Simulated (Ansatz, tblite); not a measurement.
# The cluster In₁₂N₁₂: rung by rung

How do method and basis change the picture of the cluster In₁₂N₁₂ (singlet)?

Computed with Ansatz 0.2.0, Gaussian basis. Level: as each input shows.

Levels to be run: GFN1-xTB, GFN2-xTB, PBE-D4/def2-SVP, r2SCAN-D4/def2-SVP, BLYP-D4/def2-SVP, r2SCAN0-D4/def2-SVP, r2SCANh-D4/def2-SVP, PBE+5HF/def2-SVP, PBE+10HF/def2-SVP, PBE+15HF/def2-SVP, PBE+35HF/def2-SVP, PBE+50HF/def2-SVP, r2SCAN-D4/def2-mTZVP, MP2/def2-SVP.

6 further runs of the same task are left out: 1 for a known fault of the program, 1 that didn't finish, 4 set aside as unsound or not needed.

## (1) The relaxed structure

The singlet was relaxed beforehand with PBE-D4/def2-SVP.

24 atoms, charge 0, spin multiplicity 1.

Bond lengths: In1–N13 2.298 Å, In1–N14 2.102 Å, In1–N15 2.158 Å, In2–N13 2.184 Å, In2–N17 2.085 Å, In2–N22 2.189 Å, In3–N16 2.097 Å, In3–N17 2.200 Å, In3–N18 2.156 Å, In4–N14 2.184 Å, In4–N19 2.091 Å, In4–N20 2.172 Å, In5–N16 2.201 Å, In5–N19 2.077 Å, In5–N21 2.192 Å, In6–N13 2.179 Å, In6–N14 2.190 Å, In6–N16 2.116 Å and more. Angles: N13–In1–N14 92.6°, N13–In1–N15 97.7°, N14–In1–N15 140.3°, N13–In2–N17 127.2°, N13–In2–N22 95.9°, N17–In2–N22 124.0°, N16–In3–N17 129.0°, N16–In3–N18 128.4°, N17–In3–N18 93.7°, N14–In4–N19 114.6°, N14–In4–N20 120.6°, N19–In4–N20 115.1°, N16–In5–N19 116.8°, N16–In5–N21 117.9°, N19–In5–N21 117.0°, N13–In6–N14 93.6°, N13–In6–N16 130.0°, N14–In6–N16 132.0° and more.

In takes a core potential in the def2 sets. No spin-orbit coupling is included.

PBE0-D4/def2-SVP was run before; its log isn't repeated, and its numbers join the tables.

## (2) GFN1-xTB

Tight binding, by tblite at 300 K electronic temperature and without a spin-polarisation term:

```python
tblite.interface.Calculator('GFN1-xTB', numbers, positions, charge=0, uhf=0).singlepoint()
```

Energy -1531.1832 eV, HOMO -6.90 eV, LUMO -6.31 eV; 0.23 s.

## (3) GFN2-xTB

Tight binding, by tblite at 300 K electronic temperature and without a spin-polarisation term:

```python
tblite.interface.Calculator('GFN2-xTB', numbers, positions, charge=0, uhf=0).singlepoint()
```

Energy -1341.4156 eV, HOMO -10.05 eV, LUMO -9.96 eV; 0.38 s.

## (4) PBE-D4/def2-SVP

start.molden holds the orbitals of an earlier run on this state, given as this run's starting guess.

The input, in.yaml:

```yaml
crystal:
  periodic: [false, false, false]
  atoms:
    - {symbol: In, position_ang: [-3.403632, 1.125340, -0.400219]}
    - {symbol: In, position_ang: [-1.069960, -1.369900, 2.408584]}
    - {symbol: In, position_ang: [0.863239, -3.157619, 0.114399]}
    - {symbol: In, position_ang: [-1.211104, 1.200902, -3.157784]}
    - {symbol: In, position_ang: [1.012068, -1.016626, -2.709111]}
    - {symbol: In, position_ang: [-1.759838, -1.305812, -1.086486]}
    - {symbol: In, position_ang: [-1.563352, 1.580459, 1.919488]}
    - {symbol: In, position_ang: [2.222995, -2.236477, 2.584231]}
    - {symbol: In, position_ang: [1.290401, 1.786129, -1.024784]}
    - {symbol: In, position_ang: [-1.116566, 3.493809, -0.359174]}
    - {symbol: In, position_ang: [3.172706, -0.852413, 0.135140]}
    - {symbol: In, position_ang: [1.367341, 1.081385, 2.438927]}
    - {symbol: N, position_ang: [-2.287155, -0.449851, 0.846183]}
    - {symbol: N, position_ang: [-2.899193, 0.187172, -2.212457]}
    - {symbol: N, position_ang: [-2.872422, 2.854028, 0.777706]}
    - {symbol: N, position_ang: [-0.136553, -2.551246, -1.626661]}
    - {symbol: N, position_ang: [0.214705, -3.000063, 2.210523]}
    - {symbol: N, position_ang: [2.953166, -2.950917, 0.600548]}
    - {symbol: N, position_ang: [0.043892, -0.047617, -4.270090]}
    - {symbol: N, position_ang: [-0.218605, 2.857086, -2.163953]}
    - {symbol: N, position_ang: [2.491206, 0.143188, -1.580753]}
    - {symbol: N, position_ang: [-0.525155, 0.502207, 3.403692]}
    - {symbol: N, position_ang: [2.978375, -0.227744, 2.238293]}
    - {symbol: N, position_ang: [0.453441, 2.354578, 0.913760]}
basis:
  gaussian: {orbitals: def2-SVP, fitting: {mean_field: def2-universal-jkfit}, initial_orbitals: start.molden}
hamiltonian: {xc: pbe, dispersion: d4}
scf: {omitted_lower_state_checks: [starts]}
output: {orbitals: {seedname: orbitals}}
```

Launch:

```console
ansatz run in.yaml --threads 2 --pin off --events-out ev --progress --plain --max-ram 22528MiB --backend cuda --devices 0, --max-vram 18GiB
```

After this run come: r2SCAN-D4/def2-SVP; BLYP-D4/def2-SVP; r2SCAN0-D4/def2-SVP; r2SCANh-D4/def2-SVP; PBE+5HF/def2-SVP; PBE+10HF/def2-SVP; PBE+15HF/def2-SVP; PBE+35HF/def2-SVP; PBE+50HF/def2-SVP; r2SCAN-D4/def2-mTZVP; MP2/def2-SVP.

Q: Predict the results of all the runs planned. Wanted: gap in def2-SVP, named functionals, smallest and largest; gap over the share of exact exchange; correlation energy, MP2/def2-SVP; binding an atom, functionals in def2-SVP.

As calculated:

| quantity | value |
| --- | --- |
| gap in def2-SVP, named functionals, smallest and largest | 0.01 eV (r2SCAN-D4), 1.31 eV (r2SCAN0-D4) |
| gap over the share of exact exchange | 0.13 eV at 0.05, 2.81 eV at 0.5 |
| correlation energy, MP2/def2-SVP | -90.36 eV |
| binding an atom, functionals in def2-SVP | 2.28 (r2SCAN0-D4) to 2.85 eV (PBE-D4) |

**Reading.** Orbital gaps of the named functionals in def2-SVP span 0.01 eV (r2SCAN-D4) to 1.31 eV (r2SCAN0-D4); exact exchange widens it. Raising the share of exact exchange from 0.05 to 0.5 moves the HOMO by -1.52 eV and the LUMO by +1.16 eV. PBE-D4, BLYP-D4 leave an empty level below a filled one, so this occupation isn't an aufbau state there; left out of the range.
